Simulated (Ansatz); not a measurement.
# CH₇BGeOSi: a ladder of functionals and wavefunction methods

One table from this session's results is given with a row withheld; the runs are named, their logs left out.

Method: functionals in def2-TZVPP, the program's frozen cores in correlated methods; program: Ansatz 0.2.0, Gaussian basis.

The runs, in order: PBE-D4, r2SCAN-D4, PBE0-D4, B3LYP-D4, ωB97X-V, ωB97M-V, B2PLYP; CCSD(T)/def2-TZVPP; MP2/def2-QZVPP; extrapolation to the limit.

## Structure used throughout

The geometry comes from an earlier relaxation with PBE0-D4 in a triple-zeta def2 set; it is a stationary point, not always the lowest conformer.

SMILES `B[SiH]([GeH3])C=O`, 12 atoms, charge 0, spin multiplicity 1.

Atoms are counted from 1 here; the program's logs count them from 0.

Bond lengths: B1–Si2 1.979 Å, B1–H6 1.194 Å, B1–H7 1.196 Å, Si2–Ge3 2.406 Å, Si2–C4 1.926 Å, Si2–H8 1.485 Å, Ge3–H9 1.536 Å, Ge3–H10 1.537 Å, Ge3–H11 1.537 Å, C4–O5 1.202 Å, C4–H12 1.118 Å. Angles: Si2–B1–H6 121.7°, Si2–B1–H7 119.9°, H6–B1–H7 118.3°, B1–Si2–Ge3 100.1°, B1–Si2–C4 113.2°, B1–Si2–H8 118.7°, Ge3–Si2–C4 103.7°, Ge3–Si2–H8 109.5°, C4–Si2–H8 110.1°, Si2–Ge3–H9 111.2°, Si2–Ge3–H10 109.5°, Si2–Ge3–H11 109.1°, H9–Ge3–H10 108.7°, H9–Ge3–H11 109.1°, H10–Ge3–H11 109.2°, Si2–C4–O5 123.9°, Si2–C4–H12 116.3°, O5–C4–H12 119.8°.

The first run:

Input file in.yaml:

```yaml
crystal:
  periodic: [false, false, false]
  atoms:
    - {symbol: B, position_ang: [-0.720687, 1.585528, 0.980683]}
    - {symbol: Si, position_ang: [-0.720599, -0.264017, 0.275929]}
    - {symbol: Ge, position_ang: [1.639378, -0.728477, 0.315151]}
    - {symbol: C, position_ang: [-1.175218, -0.362327, -1.592681]}
    - {symbol: O, position_ang: [-1.900545, -1.198127, -2.063019]}
    - {symbol: H, position_ang: [-0.896160, 1.815254, 2.139517]}
    - {symbol: H, position_ang: [-0.446143, 2.498047, 0.257845]}
    - {symbol: H, position_ang: [-1.444592, -1.316796, 1.033488]}
    - {symbol: H, position_ang: [2.247055, -0.406309, 1.689110]}
    - {symbol: H, position_ang: [2.347302, 0.124211, -0.749997]}
    - {symbol: H, position_ang: [1.865558, -2.215890, 0.002841]}
    - {symbol: H, position_ang: [-0.718351, 0.413702, -2.254869]}
basis:
  gaussian: {orbitals: def2-TZVPP}
hamiltonian: {xc: pbe, dispersion: d4}
output: {forces: true, orbitals: {seedname: orbitals}}
```

The run is started by

```sh
ansatz run in.yaml --threads 4 --pin off --events-out ev --progress --plain --max-ram 10444MiB
```

Among the steps run: PBE-D4 (GGA); r2SCAN-D4 (meta-GGA); PBE0-D4 (hybrid); B3LYP-D4 (hybrid); ωB97X-V (range-separated); ωB97M-V (range-separated); B2PLYP (double hybrid); CCSD(T) in def2-TZVPP; MP2 in def2-QZVPP.

One of the session's tables, all rows but one given; the rest of the session is left out.

It belongs to the step «Atomisation energies». 

| method | atomisation energy (kJ/mol) |
| --- | --- |
| PBE-D4 | 3971.5 |
| r2SCAN-D4 | 3941.1 |
| PBE0-D4 | 3904.5 |
| B3LYP-D4 | 3914.8 |
| ωB97X-V | 3937.3 |
| ωB97M-V | 3908.1 |
| B2PLYP | 3864.7 |
| HF/def2-TZVPP | 2849.3 |
| MP2/def2-TZVPP | 3845.4 |
| CCSD/def2-TZVPP | 3760.2 |
| CCSD(T)/def2-TZVPP | 3819.1 |
| MP2/CBS | ? |
| CCSD(T)/CBS | 3908.9 |

**Question.** Estimate the row for MP2/CBS.

The run gave: atomisation energy (kJ/mol): 3935.2. In the column «atomisation energy (kJ/mol)» it lies between B3LYP-D4 (3914.8) and ωB97X-V (3937.3).

To keep in mind: Free atoms (1 B, 1 Si, 1 Ge, 1 C, 1 O, 7 H) were run apart at each level; the atomisation energy is their sum less the molecule, without zero-point or spin-orbit terms.
